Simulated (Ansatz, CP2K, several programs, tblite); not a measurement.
Energy against volume for MgSnSb2, ordered on the zincblende lattice (P-4m2) with 4 atoms a cell, at fixed shape and fractional coordinates, computed by several methods (PBE and r2SCAN, where shown, with plane waves in Ansatz); the cell shown is that of r2SCAN. With free coordinates or axes held, a curve is too stiff, and on another method's shape its minimum isn't the method's own volume. The symmetry is P-4m2 (No. 115, tetragonal); a = 4.600 Å, c = 6.555 Å in the conventional setting, 34.68 Å³ an atom. Around Mg lie 4 Sb at 2.80 Å; around Sb lie 2 Mg at 2.80 Å and 2 Sn at 2.85 Å; around Sn lie 4 Sb at 2.85 Å. Note: simulated data, non-magnetic, for a generated structure that need not be the stable one. Energies count from each curve's lowest point; fits are third-order Birch-Murnaghan.

```cif
data_structure
_symmetry_space_group_name_H-M 'P-4m2'
_symmetry_Int_Tables_number 115
_cell_length_a 4.6005
_cell_length_b 4.6005
_cell_length_c 6.5552
_cell_angle_alpha 90.000
_cell_angle_beta 90.000
_cell_angle_gamma 90.000
_cell_volume 138.74
loop_
_atom_site_label
_atom_site_type_symbol
_atom_site_symmetry_multiplicity
_atom_site_Wyckoff_symbol
_atom_site_fract_x
_atom_site_fract_y
_atom_site_fract_z
_atom_site_occupancy
Mg1 Mg 1 a 0.00000 0.00000 0.00000 1
Sb1 Sb 2 g 0.00000 0.50000 0.24288 1
Sn1 Sn 1 c 0.50000 0.50000 0.50000 1
```

PBE/SZV (CP2K), on the shape of the cell shown:
```
V (Å³/atom)  E (meV/atom)
     30.522        134.91
     32.603         51.34
     34.684          7.24
     36.766          0.00
     38.847         24.21
```
The fit gives a pressure derivative B′ of 1.3, outside the usual 2 to 7: a trait of the method or a rough curve, so no modulus is quoted.

Q: GFN1-xTB (tblite), on the shape of the cell shown, as a cluster of 32 atoms at the zone centre, gives

| V (Å³/atom) | E (meV/atom) |
| --- | --- |
| 30.522 | 13.56 |
| 32.603 | 0.00 |
| 34.684 | 29.65 |
| 36.766 | 88.63 |
| 38.847 | 167.80 |

What equilibrium volume and bulk modulus follow?

A: V₀ = 32.10 Å³ an atom and B₀ = 55 GPa.

PBE/DZVP (CP2K), on the shape of the cell shown:
```csv
V (Å³/atom),E (meV/atom)
30.522,140.62
32.603,54.37
34.684,7.78
36.766,0.00
38.847,26.40
```
The fit gives a pressure derivative B′ of 0.8, outside the usual 2 to 7: a trait of the method or a rough curve, so no modulus is quoted.

Q: PBE, on the shape of its own relaxed cell, gives

| V (Å³/atom) | E (meV/atom) |
| --- | --- |
| 33.610 | 18.14 |
| 34.683 | 4.78 |
| 35.756 | 0.00 |
| 36.828 | 2.50 |
| 37.901 | 11.23 |

What equilibrium volume and bulk modulus follow?

A: V₀ = 35.90 Å³ an atom and B₀ = 36 GPa.

light PBE (260 eV, its own mesh), on the shape of the cell shown:
```
V (Å³/atom)  E (meV/atom)
     31.910        142.52
     33.297        109.92
     34.684         80.60
     36.072         15.86
     37.459          8.32
     38.847          0.00
```
The lowest point is an end point, so the minimum isn't bracketed.
